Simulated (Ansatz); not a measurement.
**C₂H₆GeSi: one species, many methods**

How much do the methods differ for C₂H₆GeSi? The plan is to run it at one geometry with functionals of several rungs and with coupled cluster, and see how far each lands from CCSD(T) at the basis-set limit for the atomisation energy.

Method: functionals in def2-TZVPP, the program's frozen cores in correlated methods; program: Ansatz 0.2.0, Gaussian basis.

The runs, in order: LDA (SPW92), PBE-D4, revPBE-D4, BLYP-D4, r2SCAN-D4, B97M-V, PBE0-D4, B3LYP-D4, r2SCANh-D4, r2SCAN0-D4, HSE06-D4, BHLYP-D4, CAM-B3LYP-D4, LC-ωPBE, ωB97X-V, ωB97M-V, B2PLYP, PBE-QIDH; CCSD(T)/def2-SVP; CCSD(T)/def2-TZVPP; MP2/def2-QZVPP; extrapolation to the limit; RPA on PBE.

**1. The geometry**

An earlier PBE0-D4 in a triple-zeta def2 set relaxation fixed the geometry.

SMILES `[SiH3]C#[C][GeH3]`, 10 atoms, charge 0, spin multiplicity 1.

Atoms are counted from 1 here; the program's logs count them from 0.

Bond lengths: Si1–C2 1.823 Å, Si1–H5 1.484 Å, Si1–H6 1.484 Å, Si1–H7 1.484 Å, C2–C3 1.213 Å, C3–Ge4 1.902 Å, Ge4–H8 1.533 Å, Ge4–H9 1.533 Å, Ge4–H10 1.533 Å. Angles: C2–Si1–H5 109.4°, C2–Si1–H6 109.4°, C2–Si1–H7 109.3°, H5–Si1–H6 109.6°, H5–Si1–H7 109.6°, H6–Si1–H7 109.6°, Si1–C2–C3 179.9°, C2–C3–Ge4 179.8°, C3–Ge4–H8 108.6°, C3–Ge4–H9 108.6°, C3–Ge4–H10 108.5°, H8–Ge4–H9 110.4°, H8–Ge4–H10 110.4°, H9–Ge4–H10 110.4°.

As a file:

```
Si   -1.1955    1.6645   -1.3468
C    -0.3075    0.4254   -0.3469
C     0.2857   -0.3987    0.3174
Ge    1.2209   -1.6871    1.3573
H    -2.0052    0.9742   -2.3807
H    -2.0864    2.4606   -0.4673
H    -0.2130    2.5623   -2.0025
H     0.7559   -3.0858    0.9369
H     0.9054   -1.4425    2.8372
H     2.7229   -1.5241    1.0982
```

**2. LDA**

This LDA is Slater exchange with PW92 correlation.

File in.yaml:

```yaml
crystal:
  periodic: [false, false, false]
  atoms:
    - {symbol: Si, position_ang: [-1.195462, 1.664498, -1.346818]}
    - {symbol: C, position_ang: [-0.307495, 0.425381, -0.346914]}
    - {symbol: C, position_ang: [0.285719, -0.398714, 0.317392]}
    - {symbol: Ge, position_ang: [1.220909, -1.687097, 1.357329]}
    - {symbol: H, position_ang: [-2.005245, 0.974227, -2.380688]}
    - {symbol: H, position_ang: [-2.086352, 2.460623, -0.467262]}
    - {symbol: H, position_ang: [-0.212986, 2.562255, -2.002524]}
    - {symbol: H, position_ang: [0.755857, -3.085839, 0.936943]}
    - {symbol: H, position_ang: [0.905398, -1.442516, 2.837231]}
    - {symbol: H, position_ang: [2.722857, -1.524118, 1.098212]}
basis:
  gaussian: {orbitals: def2-TZVPP}
hamiltonian: {xc: lda}
output: {orbitals: {seedname: orbitals}}
```

Further steps of the session: PBE-D4 (GGA); revPBE-D4 (GGA); BLYP-D4 (GGA); r2SCAN-D4 (meta-GGA); B97M-V (meta-GGA); PBE0-D4 (hybrid); B3LYP-D4 (hybrid); r2SCANh-D4 (hybrid); r2SCAN0-D4 (hybrid); HSE06-D4 (hybrid); BHLYP-D4 (hybrid); CAM-B3LYP-D4 (range-separated); LC-ωPBE-D4 (range-separated); ωB97X-V (range-separated); ωB97M-V (range-separated); B2PLYP (double hybrid); PBE-QIDH (double hybrid); CCSD(T) in def2-SVP; CCSD(T) in def2-TZVPP; MP2 in def2-QZVPP; RPA on PBE orbitals.

**Question.** What will the summary of the whole plan be? Wanted: atomisation energy, CCSD(T)/CBS; farthest beyond LDA; mean size of error, GGA; mean size of error, meta-GGA; mean size of error, hybrid; mean size of error, range-separated; mean size of error, double hybrid; gap, smallest and largest; T1 diagnostic.

As calculated:

| quantity | value |
| --- | --- |
| atomisation energy, CCSD(T)/CBS | 811.9 kcal/mol |
| functionals within 8.1 kcal/mol (1.0 %) | PBE-D4, r2SCAN-D4, B97M-V, PBE0-D4, B3LYP-D4, r2SCANh-D4, HSE06-D4, CAM-B3LYP-D4, ωB97X-V, ωB97M-V, PBE-QIDH |
| farthest beyond LDA | BHLYP-D4 (-20.6 kcal/mol) |
| mean size of error, GGA | 8.4 kcal/mol |
| mean size of error, meta-GGA | 2.9 kcal/mol |
| mean size of error, hybrid | 9.8 kcal/mol |
| mean size of error, range-separated | 4.5 kcal/mol |
| mean size of error, double hybrid | 8.6 kcal/mol |
| gap, smallest and largest | 5.51 eV (LDA (SPW92)), 12.60 eV (LC-ωPBE) |
| T1 diagnostic | 0.0126 |
| triples share of the correlation energy | 4.2 % |

What this shows: LDA overbinds by 96.5 kcal/mol (12 %). PBE-D4 is off by +1.1 kcal/mol. Double hybrids carry the basis error of their MP2 part in triple zeta, and no dispersion term here, so their miss is partly the set-up's. The rungs meta-GGA, range-separated miss on average by less than the doubt on the reference (8.1 kcal/mol), so they tie. The reference freezes the cores and leaves out relativity and excitations past (T), and its outer-core shells are covered unevenly, so misses under about 8.1 kcal/mol can't be ranked. Hartree-Fock recovers 74 % of the binding; the rest is correlation. CCSD(T) in def2-SVP is off by -44.8 kcal/mol, which most functionals beat. Orbital gaps span 5.5 to 12.6 eV; exact exchange widens them. Correlated methods include outer-core shells of Ge, which these sets cover unevenly.
